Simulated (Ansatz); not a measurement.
# GeH4 (singlet): the correlation ladder, cc-pVTZ

One table from this session's results is given with a row withheld; the runs are named, their logs left out.

Computed with Ansatz 0.2.0, Gaussian basis. Level: cc-pVTZ, core rule «outside noble gas», up to 14 orbitals frozen.

The runs, in order: UHF; CCSD(T) on RHF; BCCD(T) on RHF; CCSDT(Q) on RHF; CASSCF and NEVPT2, 8 electrons in 8 orbitals.

11 further runs of the same task are left out: 4 that didn't finish, 7 set aside as unsound or not needed.

### The geometry

The geometry is a PBE0/def2-TZVP stationary point (not a proven minimum). No spin-orbit coupling is included. The filled d shell of Ge may be among the frozen orbitals whatever the setting's name suggests; the logs give the count.

5 atoms, charge 0, spin multiplicity 1.

Atoms are counted from 1 here; the program's logs count them from 0.

Bond lengths: Ge1–H2 1.534 Å, Ge1–H3 1.534 Å, Ge1–H4 1.534 Å, Ge1–H5 1.534 Å. Angles: H2–Ge1–H3 109.5°, H2–Ge1–H4 109.5°, H2–Ge1–H5 109.5°, H3–Ge1–H4 109.5°, H3–Ge1–H5 109.5°, H4–Ge1–H5 109.5°.

Set-up of the first run:

The input, in.yaml:

```yaml
crystal:
  periodic: [false, false, false]
  atoms:
    - {symbol: Ge, position_ang: [0.000000, 0.000000, 0.000000]}
    - {symbol: H, position_ang: [0.884324, 0.887199, 0.886047]}
    - {symbol: H, position_ang: [-0.887886, -0.884021, 0.885661]}
    - {symbol: H, position_ang: [-0.883825, 0.884513, -0.889224]}
    - {symbol: H, position_ang: [0.887387, -0.887691, -0.882484]}
basis:
  gaussian: {orbitals: cc-pVTZ}
magnetization: {spin_polarized: true, initial_magnetization: 0}
hamiltonian: {xc: hf}
output: {orbitals: {seedname: orbitals}}
```

Run with:

```sh
$ ansatz run in.yaml --threads 1 --pin off --events-out ev --progress --plain --max-ram 2393MiB
```

Steps of the session up to this table: UHF; CCSD(T) on RHF; BCCD(T) on RHF; CCSDT(Q) on RHF; CASSCF and NEVPT2, 8 electrons in 8 orbitals.

One of the session's tables, all rows but one given; the rest of the session is left out.

```
        method  from RCCSDT(Q) (meV)
           RHF               +4663.9
          RMP2                +896.9
         RCCSD                +119.4
      RCCSD(T)                 +20.5
       BCCD(T)                 +20.0
        RCCSDT                  +2.5
     RCCSDT(Q)                     0
CASSCF valence               +3077.3
NEVPT2 valence                     ?
```

**Question.** Estimate the row for NEVPT2 valence.

**Answer.** from RCCSDT(Q) (meV): +883.2. In the column «from RCCSDT(Q) (meV)» it lies between RCCSD (+119.4) and RMP2 (+896.9).

With the free atoms at the same levels and basis (separate runs), the atomisation energy is 12.563 eV at RCCSDT(Q), 12.558 eV at RCCSD(T), 9.734 eV at RHF.
